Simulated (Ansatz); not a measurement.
# CH₃F₃OSn: up Jacob's ladder to CCSD(T)

One table from this session's results is given with a row withheld; the runs are named, their logs left out.

Program: Ansatz 0.2.0, Gaussian basis. Level of theory: functionals in def2-TZVPP, the program's frozen cores in correlated methods. These are calculated values, not measurements.

The runs, in order: LDA (SPW92), PBE-D4, revPBE-D4, BLYP-D4, r2SCAN-D4, B97M-V, PBE0-D4, B3LYP-D4, r2SCANh-D4, r2SCAN0-D4, HSE06-D4, BHLYP-D4, CAM-B3LYP-D4, LC-ωPBE, ωB97X-V, ωB97M-V, B2PLYP, PBE-QIDH; CCSD(T)/def2-SVP; CCSD(T)/def2-TZVPP; MP2/def2-QZVPP; extrapolation to the limit; RPA on PBE.

### The relaxed structure

The geometry comes from an earlier relaxation with PBE0-D4 in a triple-zeta def2 set; it is a stationary point, not always the lowest conformer. Sn takes the def2 core potential; no spin-orbit term is included.

SMILES `C[O][Sn]([F])([F])[F]`, 9 atoms, charge 0, spin multiplicity 1.

Atoms are counted from 1 here; the program's logs count them from 0.

Bond lengths: C1–O2 1.423 Å, C1–H7 1.091 Å, C1–H8 1.094 Å, C1–H9 1.094 Å, O2–Sn3 1.916 Å, Sn3–F4 1.890 Å, Sn3–F5 1.881 Å, Sn3–F6 1.890 Å. Angles: O2–C1–H7 106.5°, O2–C1–H8 111.9°, O2–C1–H9 112.0°, H7–C1–H8 108.6°, H7–C1–H9 108.5°, H8–C1–H9 109.3°, C1–O2–Sn3 120.8°, O2–Sn3–F4 112.5°, O2–Sn3–F5 109.6°, O2–Sn3–F6 112.3°, F4–Sn3–F5 108.0°, F4–Sn3–F6 106.2°, F5–Sn3–F6 108.2°.

The first run:

Input file in.yaml:

```yaml
crystal:
  periodic: [false, false, false]
  atoms:
    - {symbol: C, position_ang: [0.216340, -1.221350, 0.899990]}
    - {symbol: O, position_ang: [0.900371, -0.305681, 0.051922]}
    - {symbol: Sn, position_ang: [-0.048344, 1.096879, -0.845566]}
    - {symbol: F, position_ang: [-1.359875, 0.435373, -2.034756]}
    - {symbol: F, position_ang: [1.161823, 2.141728, -1.836859]}
    - {symbol: F, position_ang: [-0.957336, 2.232412, 0.361534]}
    - {symbol: H, position_ang: [0.972945, -1.899967, 1.296885]}
    - {symbol: H, position_ang: [-0.525421, -1.809426, 0.351336]}
    - {symbol: H, position_ang: [-0.272002, -0.716070, 1.738615]}
basis:
  gaussian: {orbitals: def2-TZVPP}
hamiltonian: {xc: lda}
output: {orbitals: {seedname: orbitals}}
```

Steps of the session up to this table: LDA; PBE-D4 (GGA); revPBE-D4 (GGA); BLYP-D4 (GGA); r2SCAN-D4 (meta-GGA); B97M-V (meta-GGA); PBE0-D4 (hybrid); B3LYP-D4 (hybrid); r2SCANh-D4 (hybrid); r2SCAN0-D4 (hybrid); HSE06-D4 (hybrid); BHLYP-D4 (hybrid); CAM-B3LYP-D4 (range-separated); LC-ωPBE-D4 (range-separated; the results give it without D4); ωB97X-V (range-separated); ωB97M-V (range-separated); B2PLYP (double hybrid); PBE-QIDH (double hybrid).

One table of the session follows, with a row left open; its other results are not shown here.

It belongs to the step «Frontier levels by functional». 

| functional | HOMO (eV) | LUMO (eV) | gap (eV) |
| --- | --- | --- | --- |
| LDA (SPW92) | -7.72 | -4.33 | 3.40 |
| PBE-D4 | -7.53 | -3.90 | 3.63 |
| revPBE-D4 | -7.46 | -3.73 | 3.73 |
| BLYP-D4 | -7.47 | -3.89 | 3.58 |
| r2SCAN-D4 | -7.91 | -3.68 | 4.23 |
| B97M-V | -8.00 | -3.71 | 4.29 |
| PBE0-D4 | -9.21 | -2.90 | 6.31 |
| B3LYP-D4 | -8.97 | -3.28 | 5.69 |
| r2SCANh-D4 | -8.53 | -3.32 | 5.21 |
| r2SCAN0-D4 | ? | ? | ? |
| HSE06-D4 | -8.80 | -3.28 | 5.52 |
| BHLYP-D4 | -10.85 | -1.93 | 8.92 |
| CAM-B3LYP-D4 | -10.72 | -1.91 | 8.80 |
| LC-ωPBE | -12.04 | -0.47 | 11.57 |
| ωB97X-V | -11.71 | -0.63 | 11.07 |
| ωB97M-V | -11.64 | -0.77 | 10.87 |

Estimate the missing values for r2SCAN0-D4.

Worked estimate for «HOMO (eV)». Against the share of exact exchange, r2SCAN-D4 (0, -7.91), r2SCANh-D4 (0.1, -8.53) give a slope of -6.20 per unit share; at 0.25 the line stands at -9.46.

**Answer.** HOMO (eV): -9.47; LUMO (eV): -2.77; gap (eV): 6.70. In «HOMO (eV)» the line misses by +0.01.
